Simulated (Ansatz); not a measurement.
# BrClFHOSn: small, medium and large basis sets

Aim: see how fast density functionals converge with the basis set for BrClFHOSn.

Method: one geometry, several basis sets; program: Ansatz 0.2.0, Gaussian basis.

Levels to be run: PBE0-D4/def2-SVP; ωB97M-V/def2-SVP; PBE0-D4/def2-QZVPP; ωB97M-V/def2-QZVPP; the functionals' def2-TZVPP values are taken from earlier runs.

### Step 1. Structure used throughout

The geometry comes from an earlier relaxation with PBE0-D4 in a triple-zeta def2 set; it is a stationary point. Sn takes the def2 core potential; no spin-orbit term is included.

SMILES `[OH][Sn]([F])([Cl])[Br]`, 6 atoms, charge 0, spin multiplicity 1.

Atoms are counted from 1 here; the program's logs count them from 0.

Bond lengths: O1–Sn2 1.929 Å, O1–H6 0.962 Å, Sn2–F3 1.899 Å, Sn2–Cl4 2.277 Å, Sn2–Br5 2.435 Å. Angles: Sn2–O1–H6 113.2°, O1–Sn2–F3 108.2°, O1–Sn2–Cl4 107.9°, O1–Sn2–Br5 112.8°, F3–Sn2–Cl4 107.5°, F3–Sn2–Br5 106.7°, Cl4–Sn2–Br5 113.5°.

### Step 2. PBE0-D4 in def2-SVP

File in.yaml:

```yaml
crystal:
  periodic: [false, false, false]
  atoms:
    - {symbol: O, position_ang: [-0.340264, -0.119302, 1.553300]}
    - {symbol: Sn, position_ang: [0.009764, -0.153976, -0.343680]}
    - {symbol: F, position_ang: [1.767785, -0.820346, -0.609611]}
    - {symbol: Cl, position_ang: [-1.434436, -1.635484, -1.294131]}
    - {symbol: Br, position_ang: [-0.061274, 2.058644, -1.358314]}
    - {symbol: H, position_ang: [0.100525, 0.606365, 2.006135]}
basis:
  gaussian: {orbitals: def2-SVP}
hamiltonian: {xc: pbe0, dispersion: d4}
output: {orbitals: {seedname: orbitals}}
```

The run is started by

```sh
$ ansatz run in.yaml --threads 4 --pin off --events-out ev --progress --plain --max-ram 10444MiB
```

After this run come: ωB97M-V in def2-SVP; PBE0-D4 in def2-QZVPP; ωB97M-V in def2-QZVPP.

Q: Predict the results of all the runs planned. Wanted: PBE0-D4: double and triple zeta above quadruple; ωB97M-V: double and triple zeta above quadruple.

**Answer**, as computed:

| quantity | value |
| --- | --- |
| PBE0-D4: double and triple zeta above quadruple | 21.69, 2.17 eV |
| ωB97M-V: double and triple zeta above quadruple | 21.63, 2.08 eV |

In words: PBE0-D4 gains 19.52 eV from double to triple zeta, then 2.17 eV more. Total energies overstate the basis error of differences, where much of it tends to cancel.
